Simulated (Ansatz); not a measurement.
# BaGa3Ni: the cost of one run

Method: reference: DFT PBE, plane waves, PAW, scalar-relativistic, no spin polarisation, in Ansatz 0.2.0.

**1. Starting point**

Symmetry: P-6m2, No. 187, hexagonal system. The conventional cell has a = 6.464 Å, b = 6.464 Å, c = 5.441 Å, α = 90.00°, β = 90.00°, γ = 120.00°. Ga (site symmetry mm2) has 2 Ni at 2.13 Å as nearest neighbours. Ni (site symmetry 3m) is surrounded by 6 Ga at 2.13 to 2.17 Å. Around Ba (site symmetry -6m2) lie 12 Ga at 3.24 to 3.42 Å. Ga (site symmetry mm2) is surrounded by 2 Ni at 2.17 Å.

Coordinates:

```cif
data_structure
_symmetry_space_group_name_H-M 'P 1'
_symmetry_Int_Tables_number 1
_cell_length_a 6.4637
_cell_length_b 6.4637
_cell_length_c 5.4412
_cell_angle_alpha 90.000
_cell_angle_beta 90.000
_cell_angle_gamma 60.000
_cell_volume 196.87
loop_
_atom_site_label
_atom_site_type_symbol
_atom_site_fract_x
_atom_site_fract_y
_atom_site_fract_z
_atom_site_occupancy
Ga1 Ga 0.29640 0.85180 0.50000 1
Ga2 Ga 0.85180 0.85180 0.50000 1
Ga3 Ga 0.85180 0.29640 0.50000 1
Ni1 Ni 0.00000 0.00000 0.25594 1
Ni2 Ni 0.00000 0.00000 0.74406 1
Ba1 Ba 0.33330 0.33340 0.50000 1
Ba2 Ba 0.66670 0.66660 0.00000 1
Ga4 Ga 0.70360 0.14820 0.00000 1
Ga5 Ga 0.14820 0.14820 0.00000 1
Ga6 Ga 0.14820 0.70360 0.00000 1
```

**2. Baseline**

Contents of input.yaml:

```yaml
crystal:
  lattice:
    - [3.231858, 5.597738, 0.0]
    - [-3.231858, 5.597738, 0.0]
    - [0.0, 0.0, 5.4412]
  atoms:
    - { symbol: Ga, position: [0.2964, 0.8518, 0.5] }
    - { symbol: Ga, position: [0.8518, 0.8518, 0.5] }
    - { symbol: Ga, position: [0.8518, 0.2964, 0.5] }
    - { symbol: Ni, position: [0.0, 0.0, 0.25594] }
    - { symbol: Ni, position: [0.0, 0.0, 0.74406] }
    - { symbol: Ba, position: [0.3333, 0.3334, 0.5] }
    - { symbol: Ba, position: [0.6667, 0.6666, 0.0] }
    - { symbol: Ga, position: [0.7036, 0.1482, 0.0] }
    - { symbol: Ga, position: [0.1482, 0.1482, 0.0] }
    - { symbol: Ga, position: [0.1482, 0.7036, 0.0] }
  symmetry: { tolerance: 0.0003 }
kpoints:
  mp_grid: { grid: [3, 3, 4], shift: [0, 0, 0] }
magnetization:
  spin_polarized: false
scf:
  occupations: { method: gaussian, width: 0.0223 }
hamiltonian:
  pseudopotentials: { kind: paw }
  xc: pbe
basis:
  ecutwfc: 420
output:
  forces: true
  stress: true
  eigenvalues: true
```

Started as:

```
ansatz run input.yaml --threads 1 --pin off --max-ram 2560MiB --backend cpu --events-out ev --progress --plain --runs-dir out
```

What time and memory should one allow on 1 thread of Arm Neoverse V2, shared host?

About 12 s, with a peak of 0.47 GiB.
